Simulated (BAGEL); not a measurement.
# One shape, several levels: triplet C4H12Ge

Wanted: a comparison of 4 runs (UHF/STO-3G, UHF/3-21G, ROHF/6-31G*, UHF/6-31G*) of triplet C4H12Ge. 

Program for the calculation: BAGEL 1.2.2.

3 further runs of the same task are left out: 2 that didn't finish, 1 set aside as unsound or not needed.

### 1 The molecule

C4H12Ge: 17 atoms, total charge 0, spin state triplet. As SMILES of the parent species, `CC(C)C[GeH3]`. The coordinates come from a PBE0-D4/def2-TZVP relaxation. This is one conformer, not always the lowest. That shape belongs to the parent species and isn't relaxed for this state.

Bond lengths: C1–C2 1.522 Å, C2–C3 1.523 Å, C2–C4 1.528 Å, C4–Ge5 1.962 Å, C1–H6 1.093 Å, C1–H7 1.093 Å, C1–H8 1.095 Å, C2–H9 1.098 Å, C3–H10 1.095 Å, C3–H11 1.093 Å, C3–H12 1.093 Å, C4–H13 1.094 Å, C4–H14 1.096 Å, Ge5–H15 1.540 Å, Ge5–H16 1.540 Å, Ge5–H17 1.542 Å. Some angles: C1–C2–C3 110.6°, C1–C2–C4 112.0°, C3–C2–C4 110.5°, C2–C4–Ge5 115.3°, C1–C2–H9 107.9°, C3–C2–H9 107.8°, C4–C2–H9 108.0°, C2–C1–H6 112.1°, C2–C1–H7 111.0°, C2–C1–H8 110.6°.

### 2 The energy at UHF/STO-3G (density fitting with cc-pvqz-jkfit) (run 1)

File calc.json:

```json
{ "bagel": [

{
  "title": "molecule",
  "basis": "sto-3g",
  "df_basis": "cc-pvqz-jkfit",
  "angstrom": true,
  "geometry": [
    { "atom": "C", "xyz": [   -1.065300,    0.017030,    1.152400 ] },
    { "atom": "C", "xyz": [    0.340480,   -0.122320,    0.586260 ] },
    { "atom": "C", "xyz": [    1.025400,   -1.359130,    1.152850 ] },
    { "atom": "C", "xyz": [    0.339950,   -0.164700,   -0.940670 ] },
    { "atom": "Ge", "xyz": [   -0.357840,    1.442150,   -1.825170 ] },
    { "atom": "H", "xyz": [   -1.552680,    0.937300,    0.820530 ] },
    { "atom": "H", "xyz": [   -1.049160,    0.026690,    2.244940 ] },
    { "atom": "H", "xyz": [   -1.693240,   -0.822160,    0.835830 ] },
    { "atom": "H", "xyz": [    0.919680,    0.755880,    0.900570 ] },
    { "atom": "H", "xyz": [    0.479460,   -2.264940,    0.870230 ] },
    { "atom": "H", "xyz": [    2.047150,   -1.455690,    0.777150 ] },
    { "atom": "H", "xyz": [    1.069230,   -1.323890,    2.244770 ] },
    { "atom": "H", "xyz": [    1.359330,   -0.310640,   -1.311300 ] },
    { "atom": "H", "xyz": [   -0.243350,   -1.023440,   -1.291830 ] },
    { "atom": "H", "xyz": [    0.040890,    1.437230,   -3.312590 ] },
    { "atom": "H", "xyz": [   -1.892890,    1.528870,   -1.742710 ] },
    { "atom": "H", "xyz": [    0.232900,    2.701760,   -1.161270 ] }
  ]
},
{ "title": "uhf", "nopen": 2 },
{ "title": "print", "file": "orbitals.molden", "orbitals": true }

]}
```

The run is started by

```
$ BAGEL_NUM_THREADS=1 BAGEL calc.json > calc.out
```

Output:

```text
* using 1 threads per process

  ===============================================================
  ===============================================================

  *** Geometry ***

  { "atom" : "C", "xyz" : [     -2.013125,      0.032182,      2.177720 ] },
  { "atom" : "C", "xyz" : [      0.643414,     -0.231151,      1.107871 ] },
  { "atom" : "C", "xyz" : [      1.937725,     -2.568383,      2.178571 ] },
[... 13 lines of this table left out ...]
  { "atom" : "H", "xyz" : [      0.440117,      5.105586,     -2.194482 ] },

  Number of auxiliary basis functions:     1254

  Since a DF basis is specified, we compute 2- and 3-index integrals:
    o Being stored without compression. Storage requirement is 0.025 GB

  Number of basis functions:       50
  Number of electrons      :       68

    * METHOD: MOLECULE                             2.22

  *** Open-shell HF ***

  === Nuclear Repulsion ===
   357.6077129622

      * DIIS with orbital gradients will be used.

  === UHF iteration (sto-3g) ===
      0      -2207.85265119          0.01350719           0.45
      1      -2207.94654230          0.00608648           0.48
      2      -2207.97252650          0.00305271           0.45
[... 13 lines of this table left out ...]
     16      -2207.98651875          0.00000001           0.46
    * SCF iteration converged.

    * S^2 (UHF) is 2.0138

    * Permanent dipole moment:
           (   -0.257432,     0.476096,    -0.319229) a.u.

    * METHOD: UHF                                  8.23

    * METHOD: PRINT                                0.01

  ===============================================================
```

Run time: 11 s. Hardware: 1 thread of AMD EPYC 7R43 (Zen 3), shared host; peak memory 0.19 GiB.

### 3 A single-point energy at UHF/3-21G (density fitting with cc-pvqz-jkfit) (run 2)

File input.json:

```json
{ "bagel": [

{
  "title": "molecule",
  "basis": "3-21g",
  "df_basis": "cc-pvqz-jkfit",
  "angstrom": true,
  "geometry": [
    { "atom": "C", "xyz": [   -1.065300,    0.017030,    1.152400 ] },
    { "atom": "C", "xyz": [    0.340480,   -0.122320,    0.586260 ] },
    { "atom": "C", "xyz": [    1.025400,   -1.359130,    1.152850 ] },
    { "atom": "C", "xyz": [    0.339950,   -0.164700,   -0.940670 ] },
    { "atom": "Ge", "xyz": [   -0.357840,    1.442150,   -1.825170 ] },
    { "atom": "H", "xyz": [   -1.552680,    0.937300,    0.820530 ] },
    { "atom": "H", "xyz": [   -1.049160,    0.026690,    2.244940 ] },
    { "atom": "H", "xyz": [   -1.693240,   -0.822160,    0.835830 ] },
    { "atom": "H", "xyz": [    0.919680,    0.755880,    0.900570 ] },
    { "atom": "H", "xyz": [    0.479460,   -2.264940,    0.870230 ] },
    { "atom": "H", "xyz": [    2.047150,   -1.455690,    0.777150 ] },
    { "atom": "H", "xyz": [    1.069230,   -1.323890,    2.244770 ] },
    { "atom": "H", "xyz": [    1.359330,   -0.310640,   -1.311300 ] },
    { "atom": "H", "xyz": [   -0.243350,   -1.023440,   -1.291830 ] },
    { "atom": "H", "xyz": [    0.040890,    1.437230,   -3.312590 ] },
    { "atom": "H", "xyz": [   -1.892890,    1.528870,   -1.742710 ] },
    { "atom": "H", "xyz": [    0.232900,    2.701760,   -1.161270 ] }
  ]
},
{ "title": "uhf", "charge": 0, "nopen": 2 },
{ "title": "print", "file": "orbitals.molden", "orbitals": true }

]}
```

The run is started by

```
$ BAGEL_NUM_THREADS=1 BAGEL input.json > input.out
```

Output:

```text
* using 1 threads per process

  ===============================================================
  ===============================================================

  *** Geometry ***

  { "atom" : "C", "xyz" : [     -2.013125,      0.032182,      2.177720 ] },
  { "atom" : "C", "xyz" : [      0.643414,     -0.231151,      1.107871 ] },
  { "atom" : "C", "xyz" : [      1.937725,     -2.568383,      2.178571 ] },
[... 13 lines of this table left out ...]
  { "atom" : "H", "xyz" : [      0.440117,      5.105586,     -2.194482 ] },

  Number of auxiliary basis functions:     1254

  Since a DF basis is specified, we compute 2- and 3-index integrals:
    o Being stored without compression. Storage requirement is 0.067 GB

  Number of basis functions:       82
  Number of electrons      :       68

    * METHOD: MOLECULE                             2.31

  *** Open-shell HF ***

  === Nuclear Repulsion ===
   357.6077129622

      * DIIS with orbital gradients will be used.

  === UHF iteration (3-21g) ===
      0      -2222.49006661          0.02211387           0.84
      1      -2222.59015539          0.00707741           0.77
      2      -2222.60872604          0.00361714           0.76
[... 20 lines of this table left out ...]
     23      -2222.62060025          0.00000001           0.79
    * SCF iteration converged.

    * S^2 (UHF) is 2.0111

    * Permanent dipole moment:
           (   -0.633726,     1.499704,    -1.211496) a.u.

    * METHOD: UHF                                 19.93

    * METHOD: PRINT                                0.03

  ===============================================================
```

It took 23 s on 1 thread of AMD EPYC 7R43 (Zen 3), shared host; peak memory 0.32 GiB.

### 4 A single-point energy at ROHF/6-31G(d) (density fitting with cc-pvqz-jkfit, spherical functions) (run 3)

File hf.json:

```json
{ "bagel" : [

{
  "title" : "molecule",
  "basis" : "6-31gs.json",
  "df_basis" : "cc-pvqz-jkfit",
  "angstrom" : true,
  "geometry" : [
    { "atom" : "C", "xyz" : [      -1.065300,       0.017030,       1.152400 ] },
    { "atom" : "C", "xyz" : [       0.340480,      -0.122320,       0.586260 ] },
    { "atom" : "C", "xyz" : [       1.025400,      -1.359130,       1.152850 ] },
    { "atom" : "C", "xyz" : [       0.339950,      -0.164700,      -0.940670 ] },
    { "atom" : "Ge", "xyz" : [      -0.357840,       1.442150,      -1.825170 ] },
    { "atom" : "H", "xyz" : [      -1.552680,       0.937300,       0.820530 ] },
    { "atom" : "H", "xyz" : [      -1.049160,       0.026690,       2.244940 ] },
    { "atom" : "H", "xyz" : [      -1.693240,      -0.822160,       0.835830 ] },
    { "atom" : "H", "xyz" : [       0.919680,       0.755880,       0.900570 ] },
    { "atom" : "H", "xyz" : [       0.479460,      -2.264940,       0.870230 ] },
    { "atom" : "H", "xyz" : [       2.047150,      -1.455690,       0.777150 ] },
    { "atom" : "H", "xyz" : [       1.069230,      -1.323890,       2.244770 ] },
    { "atom" : "H", "xyz" : [       1.359330,      -0.310640,      -1.311300 ] },
    { "atom" : "H", "xyz" : [      -0.243350,      -1.023440,      -1.291830 ] },
    { "atom" : "H", "xyz" : [       0.040890,       1.437230,      -3.312590 ] },
    { "atom" : "H", "xyz" : [      -1.892890,       1.528870,      -1.742710 ] },
    { "atom" : "H", "xyz" : [       0.232900,       2.701760,      -1.161270 ] }
  ]
},

{
  "title" : "rohf",
  "nopen" : 2
},

{
  "title" : "print",
  "file" : "orbitals.molden",
  "orbitals" : true
}

]}
```

The basis set 6-31G* is read from a file made from the Basis Set Exchange's data (not shown).

The run is started by

```
$ BAGEL_NUM_THREADS=1 BAGEL hf.json > hf.out
```

Output:

```text
* using 1 threads per process

  ===============================================================
  ===============================================================

  *** Geometry ***

  { "atom" : "C", "xyz" : [     -2.013125,      0.032182,      2.177720 ] },
  { "atom" : "C", "xyz" : [      0.643414,     -0.231151,      1.107871 ] },
  { "atom" : "C", "xyz" : [      1.937725,     -2.568383,      2.178571 ] },
[... 13 lines of this table left out ...]
  { "atom" : "H", "xyz" : [      0.440117,      5.105586,     -2.194482 ] },

  Number of auxiliary basis functions:     1254

  Since a DF basis is specified, we compute 2- and 3-index integrals:
    o Being stored without compression. Storage requirement is 0.126 GB

  Number of basis functions:      112
  Number of electrons      :       68

    * METHOD: MOLECULE                             2.89

  *** Open-shell HF ***

  === Nuclear Repulsion ===
   357.6077129622

      * DIIS with orbital gradients will be used.

  === ROHF iteration (6-31gs.json) ===
      0      -2233.06838017          0.01997937           1.29
      1      -2233.19194193          0.00730797           1.31
      2      -2233.21486736          0.00381541           1.41
[... 21 lines of this table left out ...]
     24      -2233.22840102          0.00000001           1.28
    * SCF iteration converged.

    * S^2 (ROHF) is 2.0000

    * Permanent dipole moment:
           (   -0.687632,     1.667208,    -1.386243) a.u.

    * METHOD: ROHF                                34.01

    * METHOD: PRINT                                0.06

  ===============================================================
```

It took 38 s on 1 thread of AMD EPYC 7R43 (Zen 3), shared host; peak memory 0.44 GiB.

### 5 The energy at UHF/6-31G(d) (density fitting with cc-pvqz-jkfit, spherical functions) (run 4)

File input.json:

```json
{ "bagel" : [

{
  "title" : "molecule",
  "basis" : "6-31gs.json",
  "df_basis" : "cc-pvqz-jkfit",
  "angstrom" : "true",
  "geometry" : [
    { "atom" : "C", "xyz" : [      -1.065300,       0.017030,       1.152400 ] },
    { "atom" : "C", "xyz" : [       0.340480,      -0.122320,       0.586260 ] },
    { "atom" : "C", "xyz" : [       1.025400,      -1.359130,       1.152850 ] },
    { "atom" : "C", "xyz" : [       0.339950,      -0.164700,      -0.940670 ] },
    { "atom" : "Ge", "xyz" : [      -0.357840,       1.442150,      -1.825170 ] },
    { "atom" : "H", "xyz" : [      -1.552680,       0.937300,       0.820530 ] },
    { "atom" : "H", "xyz" : [      -1.049160,       0.026690,       2.244940 ] },
    { "atom" : "H", "xyz" : [      -1.693240,      -0.822160,       0.835830 ] },
    { "atom" : "H", "xyz" : [       0.919680,       0.755880,       0.900570 ] },
    { "atom" : "H", "xyz" : [       0.479460,      -2.264940,       0.870230 ] },
    { "atom" : "H", "xyz" : [       2.047150,      -1.455690,       0.777150 ] },
    { "atom" : "H", "xyz" : [       1.069230,      -1.323890,       2.244770 ] },
    { "atom" : "H", "xyz" : [       1.359330,      -0.310640,      -1.311300 ] },
    { "atom" : "H", "xyz" : [      -0.243350,      -1.023440,      -1.291830 ] },
    { "atom" : "H", "xyz" : [       0.040890,       1.437230,      -3.312590 ] },
    { "atom" : "H", "xyz" : [      -1.892890,       1.528870,      -1.742710 ] },
    { "atom" : "H", "xyz" : [       0.232900,       2.701760,      -1.161270 ] }
  ]
},

{ "title" : "uhf", "nopen" : 2 },

{ "title" : "print", "file" : "orbitals.molden", "orbitals" : "true" }

]}
```

The basis set 6-31G* is read from a file made from the Basis Set Exchange's data (not shown).

The run is started by

```
$ BAGEL_NUM_THREADS=1 BAGEL input.json > input.out
```

Output:

```text
* using 1 threads per process

  ===============================================================
  ===============================================================

  *** Geometry ***

  { "atom" : "C", "xyz" : [     -2.013125,      0.032182,      2.177720 ] },
  { "atom" : "C", "xyz" : [      0.643414,     -0.231151,      1.107871 ] },
  { "atom" : "C", "xyz" : [      1.937725,     -2.568383,      2.178571 ] },
[... 13 lines of this table left out ...]
  { "atom" : "H", "xyz" : [      0.440117,      5.105586,     -2.194482 ] },

  Number of auxiliary basis functions:     1254

  Since a DF basis is specified, we compute 2- and 3-index integrals:
    o Being stored without compression. Storage requirement is 0.126 GB

  Number of basis functions:      112
  Number of electrons      :       68

    * METHOD: MOLECULE                             2.63

  *** Open-shell HF ***

  === Nuclear Repulsion ===
   357.6077129622

      * DIIS with orbital gradients will be used.

  === UHF iteration (6-31gs.json) ===
      0      -2233.06838017          0.01997937           1.40
      1      -2233.19605816          0.00727539           1.35
      2      -2233.21900778          0.00374312           1.39
[... 24 lines of this table left out ...]
     27      -2233.23197242          0.00000001           1.36
    * SCF iteration converged.

    * S^2 (UHF) is 2.0094

    * Permanent dipole moment:
           (   -0.684174,     1.650423,    -1.382131) a.u.

    * METHOD: UHF                                 38.69

    * METHOD: PRINT                                0.06

  ===============================================================
```

It took 42 s on 1 thread of AMD EPYC 7R43 (Zen 3), shared host; peak memory 0.44 GiB.

### 6 All runs side by side

```csv
run,level,energy (Eh),dipole moment (D),⟨S²⟩,wall time
1,UHF/STO-3G (density fitting with cc-pvqz-jkfit),-2207.986519,1.60,2.014,11 s
2,UHF/3-21G (density fitting with cc-pvqz-jkfit),-2222.620600,5.16,2.011,23 s
3,"ROHF/6-31G* (density fitting with cc-pvqz-jkfit, spherical functions)",-2233.228401,5.78,2.000,38 s
4,"UHF/6-31G* (density fitting with cc-pvqz-jkfit, spherical functions)",-2233.231972,5.74,2.009,42 s
```

### 7 Results

| quantity | value |
| --- | --- |
| run 4: total energy | -2233.23197 Eh |
| run 4: dipole moment | 5.74 D |
| run 4: ⟨S²⟩ | 2.009 |

**Reading.** The dipole moment (its size) runs from 1.60 D (UHF/STO-3G) to 5.78 D (ROHF/6-31G*). The two ends differ in method and basis. In run 1 the basis is minimal, so the values are rough. All runs together took 1.9 min, the longest 42 s.
